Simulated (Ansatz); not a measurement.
**C4H8Br2: taking an electron away**

Aim: the vertical ionisation energy of C4H8Br2, as cation minus neutral at the neutral's geometry, on several levels, and how well −ε(HOMO) stands in for it.

The runs use Ansatz 0.2.0, Gaussian basis; unrestricted cation, the program's frozen cores in correlated methods.

The runs, in order: UKS PBE-D4/def2-TZVPP; UKS r2SCAN-D4/def2-TZVPP; UKS PBE0-D4/def2-TZVPP; UKS B3LYP-D4/def2-TZVPP; UKS wB97X-V/def2-TZVPP; UKS wB97M-V/def2-TZVPP; UKS B2PLYP/def2-TZVPP; UHF-CCSD(T)/def2-TZVPP; UHF-MP2/def2-QZVPP; extrapolation to the limit; then −ε(HOMO) from the neutral's earlier runs with LDA (SPW92), PBE-D4, revPBE-D4, BLYP-D4, r2SCAN-D4, B97M-V, PBE0-D4, B3LYP-D4, r2SCANh-D4, r2SCAN0-D4, HSE06-D4, BHLYP-D4, CAM-B3LYP-D4, LC-ωPBE, ωB97X-V, ωB97M-V.

### 1 The geometry

All runs share one geometry, relaxed beforehand with PBE0-D4 in a triple-zeta def2 set.

SMILES `CC(C)(Br)CBr`, 14 atoms, charge 0, spin multiplicity 1.

Atoms are counted from 1 here; the program's logs count them from 0.

Bond lengths: C1–C2 1.512 Å, C1–H7 1.093 Å, C1–H8 1.090 Å, C1–H9 1.091 Å, C2–C3 1.512 Å, C2–Br4 1.992 Å, C2–C5 1.516 Å, C3–H10 1.091 Å, C3–H11 1.090 Å, C3–H12 1.093 Å, C5–Br6 1.956 Å, C5–H13 1.087 Å, C5–H14 1.087 Å. Angles: C2–C1–H7 109.1°, C2–C1–H8 110.5°, C2–C1–H9 111.4°, H7–C1–H8 108.6°, H7–C1–H9 108.5°, H8–C1–H9 108.6°, C1–C2–C3 112.5°, C1–C2–Br4 107.4°, C1–C2–C5 113.2°, C3–C2–Br4 107.4°, C3–C2–C5 113.2°, Br4–C2–C5 102.4°, C2–C3–H10 111.4°, C2–C3–H11 110.5°, C2–C3–H12 109.1°, H10–C3–H11 108.6°, H10–C3–H12 108.5°, H11–C3–H12 108.6° and more.

### 2 Cation, UKS PBE-D4/def2-TZVPP

in.yaml reads:

```yaml
crystal:
  periodic: [false, false, false]
  atoms:
    - {symbol: C, position_ang: [-0.221762, -0.597341, 1.319608]}
    - {symbol: C, position_ang: [-0.026522, -0.309492, -0.152179]}
    - {symbol: C, position_ang: [-1.162690, 0.496469, -0.740961]}
    - {symbol: Br, position_ang: [0.014318, -2.060730, -1.100470]}
    - {symbol: C, position_ang: [1.339689, 0.264838, -0.471203]}
    - {symbol: Br, position_ang: [1.611846, 2.023854, 0.338749]}
    - {symbol: H, position_ang: [-0.234894, 0.346774, 1.870509]}
    - {symbol: H, position_ang: [-1.169123, -1.110128, 1.486517]}
    - {symbol: H, position_ang: [0.584460, -1.217129, 1.714033]}
    - {symbol: H, position_ang: [-1.025645, 0.653886, -1.811542]}
    - {symbol: H, position_ang: [-2.114126, -0.011411, -0.582421]}
    - {symbol: H, position_ang: [-1.202304, 1.471906, -0.249061]}
    - {symbol: H, position_ang: [1.470152, 0.411710, -1.540273]}
    - {symbol: H, position_ang: [2.136591, -0.363207, -0.081326]}
basis:
  gaussian: {orbitals: def2-TZVPP}
total_charge: 1
magnetization: {spin_polarized: true, initial_magnetization: 1}
hamiltonian: {xc: pbe, dispersion: d4}
```

Command:

```bash
ansatz run in.yaml --threads 2 --pin off --events-out ev --progress --plain --max-ram 32768MiB --backend cuda --devices 0, --max-vram 18GiB
```

Further steps of the session: Cation, UKS r2SCAN-D4/def2-TZVPP; Cation, UKS PBE0-D4/def2-TZVPP; Cation, UKS B3LYP-D4/def2-TZVPP; Cation, UKS wB97X-V/def2-TZVPP; Cation, UKS wB97M-V/def2-TZVPP; Cation, UKS B2PLYP (frozen core)/def2-TZVPP; Cation, UHF-CCSD(T)/def2-TZVPP; Cation, UHF-MP2/def2-QZVPP.

Before running them: what should the planned runs give, taken together? Wanted: ionisation energy, CCSD(T)/CBS; nearest functional by difference; nearest −ε(HOMO); −ε(HOMO) of PBE; T1 of the cation.

The runs gave:

| quantity | value |
| --- | --- |
| ionisation energy, CCSD(T)/CBS | 10.57 eV |
| nearest functional by difference | ωB97X-V (-0.20 eV) |
| nearest −ε(HOMO) | ωB97X-V (-0.17 eV) |
| −ε(HOMO) of PBE | 6.76 eV |
| T1 of the cation | 0.012 |

What this shows: Energy differences with functionals land within 1.09 eV of the reference. −ε(HOMO) of PBE misses by 3.8 eV, since self-interaction lifts the level. Among orbital estimates ωB97X-V comes nearest. Hartree-Fock falls 1.23 eV short, as the neutral has more correlation energy than the cation. Correlated methods include outer-core shells of Br, which these sets cover unevenly. With outer-core shells in play the reference is unsure by up to some tenths of an eV, so close misses can't be ranked.
